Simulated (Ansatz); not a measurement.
# WH (sextet): the correlation ladder at distance W1–H2 = 2.320 Å, def2-SVP

One table from this session's results is given with a row withheld; the runs are named, their logs left out.

Program: Ansatz 0.2.0, Gaussian basis. Level of theory: def2-SVP, core rule «outside noble gas», up to 4 orbitals frozen. These are calculated values, not measurements.

Plan: UHF; CCSD(T) on ROHF; CCSD(T) on UHF; CISD; CCSDT(Q) on ROHF; CCSDT(Q) on UHF; CASSCF and MRCISD+Q, 7 electrons in 7 orbitals; CASSCF and NEVPT2, 7 electrons in 7 orbitals; Full CI.

14 further runs of the same task are left out: 2 for a known fault of the program, 10 that didn't finish, 2 set aside as unsound or not needed.

## What is computed

The geometry derives from a PBE0/def2-TZVP stationary point (not a proven minimum). One bond is set to the value named and the two fragments are kept rigid. No spin-orbit coupling is included. Elements past krypton take def2 core potentials.

2 atoms, charge 0, spin multiplicity 6.

Atoms are counted from 1 here; the program's logs count them from 0.

Bond lengths: W1–H2 2.320 Å.

Set-up of the first run:

in.yaml reads:

```yaml
crystal:
  periodic: [false, false, false]
  atoms:
    - {symbol: W, position_ang: [0.000000, 0.000000, 0.000000]}
    - {symbol: H, position_ang: [0.000000, 0.000000, 2.320000]}
basis:
  gaussian: {orbitals: def2-SVP}
magnetization: {spin_polarized: true, initial_magnetization: 5}
hamiltonian: {xc: hf}
output: {orbitals: {seedname: orbitals}}
```

Run with:

```sh
ansatz run in.yaml --threads 1 --pin off --events-out ev --progress --plain --max-ram 2393MiB
```

Steps of the session up to this table: UHF; CCSD(T) on ROHF; CCSD(T) on UHF; CISD; CCSDT(Q) on ROHF; CCSDT(Q) on UHF; CASSCF and MRCISD+Q, 7 electrons in 7 orbitals; CASSCF and NEVPT2, 7 electrons in 7 orbitals; Full CI.

One of the session's tables, all rows but one given; the rest of the session is left out.

It belongs to the step «Misses and costs». 

```
          method  from FCI (kJ/mol)
            ROHF                  ?
            RMP2              +71.0
            CISD              +22.7
           RCCSD              +10.1
        RCCSD(T)               +2.0
          RCCSDT                0.0
       RCCSDT(Q)               -0.3
  CASSCF valence             +191.2
  NEVPT2 valence              +56.0
  MRCISD valence               +8.1
MRCISD+Q valence                0.0
             FCI                  0
```

Estimate the missing values for ROHF.

The run gave: from FCI (kJ/mol): +265.7. In the column «from FCI (kJ/mol)» it is the highest.

Left out of the table: UHF, UMP2, UCCSD, UCCSD(T), UCCSDT, UCCSDT(Q) (another determinant or state than the rows shown).

Caveats from the session: RCCSDT(Q) falls below full CI, which methods that aren't variational can do.
